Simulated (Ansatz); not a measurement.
# CH7Al2ClO: the cost of one run

Program: Ansatz 0.2.0. Level of theory: RKS B3LYP-D4/6-31G*. These are calculated values, not measurements.

**1. The starting structure**

Bond lengths: Al1–O2 2.179 Å, Al1–C3 1.975 Å, Al1–Cl4 2.015 Å, O2–Al5 2.177 Å, Al5–H7 1.540 Å, Al5–H8 1.540 Å, O2–H9 0.950 Å, C3–H10 1.092 Å, C3–H11 1.092 Å, C3–H12 1.097 Å. Angles (14 of 15 angles, heavy atoms first): Al1–O2–Al5 84.8°, O2–Al1–C3 105.0°, O2–Al1–Cl4 106.9°, C3–Al1–Cl4 137.1°, Al1–O2–H9 135.9°, Al5–O2–H9 138.4°, Al1–C3–H10 114.6°, Al1–C3–H11 115.7°, Al1–C3–H12 105.1°, O2–Al5–H7 110.5°, O2–Al5–H8 107.8°, H10–C3–H11 107.0°, H10–C3–H12 106.4°, H11–C3–H12 107.4°.

As a file:

```xyz
12

Al   -0.9947   -0.6458    0.3553
O     0.9854   -0.6117    1.2652
C    -0.6628   -0.7126   -1.5907
Cl   -2.2286   -1.5407    1.6738
Al    1.0008    1.4847    0.6800
H    -0.9971    1.3327    0.6733
H     1.5404    1.6408   -0.7543
H     1.5747    2.2969    1.8556
H     1.4989   -1.2026    1.8034
H     0.1195   -1.4121   -1.8944
H    -1.5354   -0.9185   -2.2135
H    -0.3012    0.2891   -1.8537
```

**2. A restrained relaxation towards end A**

Springs on the bonds that form and break draw the guess towards this end; the thresholds are loose.

Contents of input.yaml:

```yaml
crystal:
  periodic: [false, false, false]
  atoms:
    - { symbol: Al, position_ang: [-0.9947, -0.6458, 0.3553] }
    - { symbol: O, position_ang: [0.9854, -0.6117, 1.2652] }
    - { symbol: C, position_ang: [-0.6628, -0.7126, -1.5907] }
    - { symbol: Cl, position_ang: [-2.2286, -1.5407, 1.6738] }
    - { symbol: Al, position_ang: [1.0008, 1.4847, 0.68] }
    - { symbol: H, position_ang: [-0.9971, 1.3327, 0.6733] }
    - { symbol: H, position_ang: [1.5404, 1.6408, -0.7543] }
    - { symbol: H, position_ang: [1.5747, 2.2969, 1.8556] }
    - { symbol: H, position_ang: [1.4989, -1.2026, 1.8034] }
    - { symbol: H, position_ang: [0.1195, -1.4121, -1.8944] }
    - { symbol: H, position_ang: [-1.5354, -0.9185, -2.2135] }
    - { symbol: H, position_ang: [-0.3012, 0.2891, -1.8537] }
basis:
  gaussian: { orbitals: "6-31G*" }
hamiltonian:
  xc: b3lyp
  dispersion: d4
relax:
  f_tol: 0.15
  max_steps: 25
  restrain:
    - { distance: [0, 5], at: 2.82, k: 30.0 }
    - { distance: [4, 1], at: 3.17, k: 30.0 }
    - { distance: [0, 1], at: 1.87, k: 30.0 }
    - { distance: [4, 5], at: 1.52, k: 30.0 }
output:
  orbitals: {}
```

Launch:

```
> ansatz run input.yaml --threads 2 --pin off --max-ram 3072MiB --backend cpu --events-out ev --progress --plain --runs-dir out
```

Q: Estimate wall time and peak memory on 2 threads of AMD EPYC 9R14 (Zen 4), shared host.

About 26 s, with a peak of 0.25 GiB.
